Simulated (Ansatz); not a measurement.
# BiB: the cost of one run

Program: Ansatz 0.2.0. PAW datasets, plane waves. Simulation only: spin-unpolarised, and no claim that this is the phase found in nature.

### 1 Starting point

The unstrained cell was relaxed with r2SCAN; in each strained cell the atoms were relaxed again with r2SCAN. Names of k-points are those of the unstrained zone, where strain can split equivalent points. First state: no strain.

The symmetry is F-43m (No. 216, cubic); a = 5.490 Å in the conventional setting, 20.68 Å³ an atom. Around B lie 4 Bi at 2.38 Å; around Bi lie 4 B at 2.38 Å.

The structure in full:

```cif
data_structure
_symmetry_space_group_name_H-M 'F-43m'
_symmetry_Int_Tables_number 216
_cell_length_a 5.4897
_cell_length_b 5.4897
_cell_length_c 5.4897
_cell_angle_alpha 90.000
_cell_angle_beta 90.000
_cell_angle_gamma 90.000
_cell_volume 165.45
loop_
_atom_site_label
_atom_site_type_symbol
_atom_site_symmetry_multiplicity
_atom_site_Wyckoff_symbol
_atom_site_fract_x
_atom_site_fract_y
_atom_site_fract_z
_atom_site_occupancy
B1 B 4 a 0.00000 0.00000 0.00000 1
Bi1 Bi 4 d 0.25000 0.25000 0.75000 1
```

### 2 No strain: PBE

input.yaml

```yaml
crystal:
  lattice:
    - [0.0, 2.7448744743, 2.7448744743]
    - [2.7448744743, 0.0, 2.7448744743]
    - [2.7448744743, 2.7448744743, 0.0]
  atoms:
    - { symbol: B, position: [0.0, 0.0, 0.0] }
    - { symbol: Bi, position: [0.25, 0.25, 0.25] }
kpoints:
  mp_grid: { grid: [8, 8, 8] }
  band_path:
    path:
      - [0.0, 0.0, 0.0]
      - [-0.5, -0.5, 0.0]
      - [-0.375, -0.375, 0.25]
      - [-0.375, 0.0, 0.375]
      - [0.0, 0.0, 0.5]
      - [-0.5, -0.25, 0.25]
    npoints: 1
hamiltonian:
  xc: pbe
scf:
  occupations: { method: fermi_dirac, width: 0.02 }
  n_extra_bands: 4
output:
  forces: true
  stress: true
  eigenvalues: true
```

Started as:

```sh
ansatz run input.yaml --threads 4 --pin off --max-ram 4608MiB --backend cpu --events-out ev --progress --plain --runs-dir out
```

What time and memory should one allow on 4 threads of Intel Xeon at 2.50GHz (Skylake/Cascade Lake), shared host?

About 5.7 s, with a peak of 0.34 GiB.
